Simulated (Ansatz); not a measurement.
**GaNH₄: how energies converge with the basis set**

Aim: see how fast density functionals converge with the basis set for GaNH₄.

Program: Ansatz 0.2.0, Gaussian basis. Level of theory: one geometry, several basis sets. These are calculated values, not measurements.

Plan: PBE0-D4/def2-SVP; ωB97M-V/def2-SVP; PBE0-D4/def2-QZVPP; ωB97M-V/def2-QZVPP; the functionals' def2-TZVPP values are taken from earlier runs.

### 1 The geometry

The geometry comes from an earlier relaxation with PBE0-D4 in a triple-zeta def2 set; it is a stationary point.

6 atoms, charge 0, spin multiplicity 1.

Atoms are counted from 1 here; the program's logs count them from 0.

Bond lengths: N1–Ga2 1.813 Å, N1–H3 1.006 Å, N1–H4 1.006 Å, Ga2–H5 1.561 Å, Ga2–H6 1.561 Å. Angles: Ga2–N1–H3 124.1°, Ga2–N1–H4 124.0°, H3–N1–H4 111.9°, N1–Ga2–H5 116.7°, N1–Ga2–H6 116.7°, H5–Ga2–H6 126.5°.

### 2 PBE0-D4 in def2-SVP

File in.yaml:

```yaml
crystal:
  periodic: [false, false, false]
  atoms:
    - {symbol: N, position_ang: [-0.010240, -0.951954, 0.045618]}
    - {symbol: Ga, position_ang: [0.009271, 0.859054, -0.041197]}
    - {symbol: H, position_ang: [0.262887, -1.554999, -0.711390]}
    - {symbol: H, position_ang: [-0.295626, -1.473687, 0.856590]}
    - {symbol: H, position_ang: [0.483545, 1.492902, -1.386834]}
    - {symbol: H, position_ang: [-0.449838, 1.628685, 1.237213]}
basis:
  gaussian: {orbitals: def2-SVP}
hamiltonian: {xc: pbe0, dispersion: d4}
output: {orbitals: {seedname: orbitals}}
```

The run is started by

```bash
$ ansatz run in.yaml --threads 4 --pin off --events-out ev --progress --plain --max-ram 10444MiB
```

The runs that follow: ωB97M-V in def2-SVP; PBE0-D4 in def2-QZVPP; ωB97M-V in def2-QZVPP.

**Question.** What will the summary of the whole plan be? Wanted: PBE0-D4: double and triple zeta above quadruple; ωB97M-V: double and triple zeta above quadruple.

As calculated:

```
                                       quantity          value
PBE0-D4: double and triple zeta above quadruple  9.95, 1.31 eV
ωB97M-V: double and triple zeta above quadruple  9.98, 1.27 eV
```

**Reading.** For PBE0-D4 the step from double to triple zeta gains 8.64 eV and the next only 1.31 eV. These are total energies; as a rule much of such shifts cancels in differences, which this series doesn't test. The LUMO of ωB97M-V is positive and keeps falling with the basis (1.20 to 0.67 eV): an unbound level that the basis holds in place.
